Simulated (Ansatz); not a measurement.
Predict the output of the script below (Ansatz 0.2.0, Python API).

The script, `run_scan.py`:
```python
"""Stretching a bond of CH4SSeSi, the rest held rigid."""

import ansatz as az
import numpy as np

BASIS = "def2-SVP"
XC = "CAM-B3LYP"

system = (
    az.Crystal.molecule()
    .atom("S", (0.1132, 2.4447, -0.9369))
    .atom("C", (-0.1334, 1.496, 0.0673))
    .atom("Si", (0.063, -0.2841, -0.3431))
    .atom("Se", (-0.226, -1.5246, 1.5328))
    .atom("H", (-0.4076, 1.7928, 1.0539))
    .atom("H", (1.4731, -0.5013, -0.7901))
    .atom("H", (-0.82, -0.6746, -1.3841))
    .atom("H", (0.0299, -2.8061, 0.7446))
)

symbols = [site.symbol for site in system.cartesian_sites]
start = np.array([site.position_ang for site in system.cartesian_sites])
axis = (start[7] - start[3]) / np.linalg.norm(start[7] - start[3])
moving = [7]
lengths, energies = [1.343, 1.404, 1.465, 1.526, 1.587, 1.648, 1.709, 1.801], []
for length in lengths:
    xyz = start.copy()
    xyz[moving] += (length - np.linalg.norm(start[7] - start[3])) * axis
    point = az.Crystal.molecule()
    for symbol, place in zip(symbols, xyz):
        point = point.atom(symbol, place.tolist())
    job = point.calculation().basis(gaussian=BASIS).functional(XC)
    data = job.run(threads=1, backend="cpu").report
    energies.append(data["free_energy_ev"])
    print(f"r = {length:6.3f} A  E = {energies[-1]:.5f} eV  <S^2> = {abs(data['mean_field']['state']['spin_squared']):.3f}")

# quartic fit about the minimum
fit = np.polynomial.Polynomial.fit(lengths, np.array(energies) - min(energies), 4).convert()
roots = [r.real for r in fit.deriv().roots() if abs(r.imag) < 1e-9 and fit.deriv(2)(r.real) > 0]
r_e = min(roots, key=lambda r: abs(r - lengths[int(np.argmin(energies))]))
print(f"minimum of the fit at {r_e:.4f} A, force constant {fit.deriv(2)(r_e):.2f} eV/A^2")
```

```console
$ python run_scan.py
r =  1.343 A  E = -85150.91661 eV  <S^2> = 0.000
r =  1.404 A  E = -85151.08234 eV  <S^2> = 0.000
r =  1.465 A  E = -85151.13502 eV  <S^2> = 0.000
r =  1.526 A  E = -85151.10293 eV  <S^2> = 0.000
r =  1.587 A  E = -85151.00786 eV  <S^2> = 0.000
r =  1.648 A  E = -85150.86666 eV  <S^2> = 0.000
r =  1.709 A  E = -85150.69233 eV  <S^2> = 0.000
r =  1.801 A  E = -85150.38828 eV  <S^2> = 0.000
minimum of the fit at 1.4698 A, force constant 22.37 eV/A^2
```

Caveats:
- Total energies depend on the basis set; only differences at equal settings carry meaning.
- The rest of the molecule is held rigid at a force-field or estimated start geometry, and the basis set is modest; single-reference methods fail as a bond breaks.
- The orbitals are restricted, so S² is zero by construction.
- Finished in 65 s on 1 thread of Arm Neoverse N1 (shared host), peak memory 0.33 GiB.
